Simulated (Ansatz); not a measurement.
# CH4F3HfN: small, medium and large basis sets

The task here is to estimate one member of a computed series from the others.

Computed with Ansatz 0.2.0, Gaussian basis. Level: one geometry, several basis sets.

Plan: PBE0-D4/def2-SVP; ωB97M-V/def2-SVP; PBE0-D4/def2-QZVPP; ωB97M-V/def2-QZVPP; the functionals' def2-TZVPP values are taken from earlier runs.

## The geometry

All runs share one geometry, relaxed beforehand with PBE0-D4 in a triple-zeta def2 set. Hf takes the def2 core potential; no spin-orbit term is included.

SMILES `C[NH][Hf]([F])([F])[F]`, 10 atoms, charge 0, spin multiplicity 1.

Atoms are counted from 1 here; the program's logs count them from 0.

Bond lengths: C1–N2 1.452 Å, C1–H7 1.095 Å, C1–H8 1.095 Å, C1–H9 1.095 Å, N2–Hf3 2.010 Å, N2–H10 1.012 Å, Hf3–F4 1.913 Å, Hf3–F5 1.908 Å, Hf3–F6 1.913 Å. Angles: N2–C1–H7 112.1°, N2–C1–H8 112.1°, N2–C1–H9 110.3°, H7–C1–H8 108.4°, H7–C1–H9 106.9°, H8–C1–H9 106.8°, C1–N2–Hf3 126.1°, C1–N2–H10 111.7°, Hf3–N2–H10 122.1°, N2–Hf3–F4 108.3°, N2–Hf3–F5 107.4°, N2–Hf3–F6 108.3°, F4–Hf3–F5 112.8°, F4–Hf3–F6 107.1°, F5–Hf3–F6 112.8°.

The first run:

File in.yaml:

```yaml
crystal:
  periodic: [false, false, false]
  atoms:
    - {symbol: C, position_ang: [0.368897, -1.190695, 0.890616]}
    - {symbol: N, position_ang: [0.631771, -0.269699, -0.200695]}
    - {symbol: Hf, position_ang: [-0.560759, 1.236060, -0.794322]}
    - {symbol: F, position_ang: [-2.266710, 0.504281, -1.256607]}
    - {symbol: F, position_ang: [0.298566, 2.097348, -2.263866]}
    - {symbol: F, position_ang: [-0.835904, 2.405381, 0.694472]}
    - {symbol: H, position_ang: [1.133114, -1.131164, 1.672921]}
    - {symbol: H, position_ang: [0.305837, -2.228842, 0.547323]}
    - {symbol: H, position_ang: [-0.589117, -0.954454, 1.364315]}
    - {symbol: H, position_ang: [1.514316, -0.468226, -0.654156]}
basis:
  gaussian: {orbitals: def2-SVP}
hamiltonian: {xc: pbe0, dispersion: d4}
output: {orbitals: {seedname: orbitals}}
```

Run with:

```sh
$ ansatz run in.yaml --threads 4 --pin off --events-out ev --progress --plain --max-ram 11315MiB
```

Among the steps run: PBE0-D4 in def2-SVP; ωB97M-V in def2-SVP; PBE0-D4 in def2-QZVPP; ωB97M-V in def2-QZVPP.

One table of the session follows, with a row left open; its other results are not shown here.

It belongs to the step «Density functionals: the series». 

| functional | basis | HOMO (eV) |
| --- | --- | --- |
| PBE0-D4 | def2-SVP | -7.37 |
| PBE0-D4 | def2-TZVPP | -7.44 |
| PBE0-D4 | def2-QZVPP | -7.46 |
| ωB97M-V | def2-SVP | -9.67 |
| ωB97M-V | def2-TZVPP | ? |
| ωB97M-V | def2-QZVPP | -9.77 |

Q: Estimate the row for ωB97M-V, def2-TZVPP from the others.

The run gave: HOMO (eV): -9.75. In the column «HOMO (eV)» it lies between ωB97M-V, def2-QZVPP (-9.77) and ωB97M-V, def2-SVP (-9.67).
